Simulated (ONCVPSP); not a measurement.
**O: generating and testing an ONCV potential**

Aim: build the potential from the settings below, then test how well it stands in for the atom: other configurations, scattering, ghost states and the plane-wave cutoff that it needs.

Method: ONCVPSP 4.0.1.1 (patched build), PBE, scalar-relativistic.

## Step 1: The atom and the settings

The settings as typed:

| Property | Result |
| --- | --- |
| element | oxygen (O, Z = 8) |
| type | optimised norm-conserving Vanderbilt (ONCV) |
| frozen core | [He] |
| valence charge | 6 |
| reference configuration | 2s2 2p3 (charge +1) |
| partial waves | 2s: rc 0.65 bohr, ncon 4, nbas 9, qcut 8.4 1/bohr, 2 projectors, debl 2.5 Ha; 2p: rc 1.20 bohr, ncon 3, nbas 7, qcut 10 1/bohr, 2 projectors, debl 1.4 Ha |
| local potential | polynomial inside 0.45 bohr (lpopt 5, dvloc0 0 Ha) |
| core correction | not asked for |

The nodes and maxima of the atom's own shells, from an earlier all-electron run, set the scale for the radii.

All-electron outer shells of the reference configuration (PBE, scalar-relativistic, ld1.x):

| shell | level (eV) | outermost node (bohr) | outermost maximum (bohr) |
| --- | --- | --- | --- |
| 1s | -533.57 | – | 0.13 |
| 2s | -39.66 | 0.28 | 0.86 |
| 2p | -24.45 | – | 0.79 |

## Step 2: Generation

O.dat reads:

```
# ATOM AND REFERENCE CONFIGURATION
# atsym  z   nc   nv     iexc    psfile
  O 8.00    1    2        4      upf
#
#   n    l    f
    1    0    2.00
    2    0    2.00
    2    1    3.00
#
# PSEUDOPOTENTIAL AND OPTIMIZATION
# lmax
    1
#
#   l,   rc,      ep,       ncon, nbas, qcut
    0    0.65    0.00    4    9    8.40
    1    1.20    0.00    3    7   10.00
#
# LOCAL POTENTIAL
# lloc, lpopt,  rc(5),   dvloc0
    4    5    0.45    0.00
#
# VANDERBILT-KLEINMAN-BYLANDER PROJECTORs
# l, nproj, debl
    0    2    2.50
    1    2    1.40
#
# MODEL CORE CHARGE
# icmod, fcfact, rcfact
    0    0.00    0.00
#
# LOG DERIVATIVE ANALYSIS
# epsh1, epsh2, depsh
   -3.00    5.00    0.02
#
# OUTPUT GRID
# rlmax, drl
    6.00    0.01
#
# TEST CONFIGURATIONS
# ncnf
    4
# nvcnf
#   n    l    f
    2
    2    0    2.00
    2    1    4.00
#
    2
    2    0    2.00
    2    1    2.00
#
    2
    2    0    2.00
    2    1    1.00
#
    2
    2    0    2.00
    2    1    3.50
#
```

Started as:

```bash
$ oncvpsp.x < O.dat > O.out
```

**Question.** What will these runs give? Wanted: cutoffs for 1 and 0.1 mHa per electron, occupied waves; bound ghosts; GHOST(+) flags; largest test error; largest phase difference near zero energy, channels read.

As calculated:

```
                                                quantity                  value
  cutoffs for 1 and 0.1 mHa per electron, occupied waves       44 Ha and 154 Ha
                                            bound ghosts             none found
                                          GHOST(+) flags            s at 468 eV
                            largest test error (AE − PS)  +310 meV, for 2s2 2p1
largest phase difference near zero energy, channels read              0.000 rad
```

What this shows: By total energies transferability is poor: the largest error is 310 meV on 87.5 eV, for 2s2 2p1. That test lies far up in energy; among those under 40 eV, nearer to bonding, the largest error is 44 meV. The potential is hard: the looser tolerance needs 44 Ha. The tighter tolerance needs 154 Ha, and converged work needs a cutoff nearer that. At the looser tolerance the 2s wave is the slowest; 2p needs 37 Ha. No bound ghost shows below the valence levels. Near zero energy the phases of the channels with partial waves agree within 0.001 rad. The program also flags highly localised states, GHOST(+) (s). All of this concerns the isolated atom, not yet a solid.
